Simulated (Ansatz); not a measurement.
# C2H8GeO: the cost of one run

All numbers below are computed with Ansatz 0.2.0 (RKS PBE/def2-SVP).

### 1 The structure to begin with

Bond lengths: Ge1–H2 1.750 Å, Ge1–O3 1.970 Å, O3–H4 1.010 Å, Ge1–C5 1.959 Å, C5–H6 1.110 Å, C5–H7 1.110 Å, C5–H8 1.110 Å, Ge1–C9 1.959 Å, C9–H10 1.110 Å, C9–H11 1.110 Å, C9–H12 1.110 Å. Angles (14 of 19 angles, heavy atoms first): O3–Ge1–C5 122.8°, O3–Ge1–C9 122.8°, C5–Ge1–C9 109.5°, H2–Ge1–O3 43.1°, H2–Ge1–C5 122.1°, H2–Ge1–C9 122.1°, Ge1–O3–H4 105.8°, Ge1–C5–H6 109.5°, Ge1–C5–H7 109.5°, Ge1–C5–H8 109.5°, Ge1–C9–H10 109.5°, Ge1–C9–H11 109.5°, Ge1–C9–H12 109.5°, H6–C5–H7 109.4°.

Coordinates:

```xyz
12

Ge    0.0000    0.0000    0.0000
H     0.9237    0.0000    1.4863
O     1.9022    0.0000    0.5126
H     2.2186   -0.9521    0.3959
C    -0.9232    1.5994   -0.6527
H    -1.9758    1.3458   -0.8971
H    -0.9048    2.3840    0.1322
H    -0.4128    1.9760   -1.5636
C    -0.9232   -1.5994   -0.6527
H    -1.4228   -2.1111    0.1962
H    -1.6833   -1.3066   -1.4068
H    -0.1873   -2.2880   -1.1178
```

### 2 A restrained relaxation towards end A

Springs on the bonds that form and break draw the guess towards this end; the thresholds are loose.

File input.yaml:

```yaml
crystal:
  periodic: [false, false, false]
  atoms:
    - { symbol: Ge, position_ang: [0.0, 0.0, 0.0] }
    - { symbol: H, position_ang: [0.9237, 0.0, 1.4863] }
    - { symbol: O, position_ang: [1.9022, 0.0, 0.5126] }
    - { symbol: H, position_ang: [2.2186, -0.9521, 0.3959] }
    - { symbol: C, position_ang: [-0.9232, 1.5994, -0.6527] }
    - { symbol: H, position_ang: [-1.9758, 1.3458, -0.8971] }
    - { symbol: H, position_ang: [-0.9048, 2.384, 0.1322] }
    - { symbol: H, position_ang: [-0.4128, 1.976, -1.5636] }
    - { symbol: C, position_ang: [-0.9232, -1.5994, -0.6527] }
    - { symbol: H, position_ang: [-1.4228, -2.1111, 0.1962] }
    - { symbol: H, position_ang: [-1.6833, -1.3066, -1.4068] }
    - { symbol: H, position_ang: [-0.1873, -2.288, -1.1178] }
basis:
  gaussian: { orbitals: def2-SVP }
hamiltonian:
  xc: pbe
relax:
  f_tol: 0.15
  max_steps: 25
  restrain:
    - { distance: [1, 2], at: 2.21, k: 30.0 }
    - { distance: [0, 1], at: 1.55, k: 30.0 }
    - { distance: [0, 2], at: 1.77, k: 30.0 }
```

Run with:

```
$ ansatz run input.yaml --threads 4 --pin off --max-ram 5120MiB --backend cpu --events-out ev --progress --plain --runs-dir out
```

What time and memory should one allow on 4 threads of Intel Xeon Platinum 8488C (Sapphire Rapids), shared host?

About 9 s, with a peak of 0.18 GiB.
